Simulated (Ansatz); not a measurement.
# C2HF4O radical: a ladder of functionals and wavefunction methods

The task here is to estimate one member of a computed series from the others.

Computed with Ansatz 0.2.0, Gaussian basis. Level: functionals in def2-TZVPP, the program's frozen cores in correlated methods.

Plan: PBE-D4, r2SCAN-D4, PBE0-D4, B3LYP-D4, ωB97X-V, ωB97M-V, B2PLYP; CCSD(T)/def2-TZVPP; MP2/def2-QZVPP; extrapolation to the limit.

**The relaxed structure**

An earlier PBE0-D4 in a triple-zeta def2 set relaxation fixed the geometry.

SMILES `F[C](F)OC(F)F`, 8 atoms, charge 0, spin multiplicity 2.

Atoms are counted from 1 here; the program's logs count them from 0.

Bond lengths: F1–C2 1.323 Å, C2–F3 1.327 Å, C2–O4 1.336 Å, O4–C5 1.396 Å, C5–F6 1.329 Å, C5–F7 1.337 Å, C5–H8 1.093 Å. Angles: F1–C2–F3 109.6°, F1–C2–O4 115.0°, F3–C2–O4 114.3°, C2–O4–C5 118.0°, O4–C5–F6 106.6°, O4–C5–F7 109.5°, O4–C5–H8 112.2°, F6–C5–F7 108.3°, F6–C5–H8 110.5°, F7–C5–H8 109.6°.

As a file:

```xyz
8
C2HF4O
F    -1.6809    1.1045   -0.3107
C    -1.0416    0.1455   -0.9602
F    -1.5997   -1.0265   -0.6836
O     0.2878    0.1653   -0.8292
C     0.8249   -0.0822    0.4348
F     2.0082   -0.6543    0.2398
F     1.0195    1.0770    1.0717
H     0.1817   -0.7293    1.0375
```

Set-up of the first run:

File in.yaml:

```yaml
crystal:
  periodic: [false, false, false]
  atoms:
    - {symbol: F, position_ang: [-1.680853, 1.104497, -0.310685]}
    - {symbol: C, position_ang: [-1.041571, 0.145499, -0.960154]}
    - {symbol: F, position_ang: [-1.599660, -1.026497, -0.683642]}
    - {symbol: O, position_ang: [0.287803, 0.165304, -0.829229]}
    - {symbol: C, position_ang: [0.824914, -0.082229, 0.434774]}
    - {symbol: F, position_ang: [2.008160, -0.654279, 0.239800]}
    - {symbol: F, position_ang: [1.019472, 1.077004, 1.071674]}
    - {symbol: H, position_ang: [0.181735, -0.729298, 1.037452]}
basis:
  gaussian: {orbitals: def2-TZVPP}
magnetization: {spin_polarized: true, initial_magnetization: 1}
hamiltonian: {xc: pbe, dispersion: d4}
output: {forces: true, orbitals: {seedname: orbitals}}
```

Command:

```bash
ansatz run in.yaml --threads 2 --pin off --events-out ev --progress --plain --max-ram 32768MiB --backend cpu
```

Steps of the session up to this table: PBE-D4 (GGA); r2SCAN-D4 (meta-GGA); PBE0-D4 (hybrid); B3LYP-D4 (hybrid); ωB97X-V (range-separated); ωB97M-V (range-separated); B2PLYP (double hybrid); CCSD(T) in def2-TZVPP; MP2 in def2-QZVPP.

One table of the session follows, with a row left open; its other results are not shown here.

```
            method  atomisation energy (kJ/mol)
            PBE-D4                       3344.5
         r2SCAN-D4                       3200.4
           PBE0-D4                       3184.7
          B3LYP-D4                       3128.6
           ωB97X-V                       3168.1
           ωB97M-V                            ?
            B2PLYP                       3109.9
     HF/def2-TZVPP                       2054.8
    MP2/def2-TZVPP                       3210.7
   CCSD/def2-TZVPP                       2962.3
CCSD(T)/def2-TZVPP                       3040.8
           MP2/CBS                       3307.5
       CCSD(T)/CBS                       3137.6
```

Q: Estimate the row for ωB97M-V from the others.

**Answer.** atomisation energy (kJ/mol): 3161.8. In the column «atomisation energy (kJ/mol)» it lies between CCSD(T)/CBS (3137.6) and ωB97X-V (3168.1).
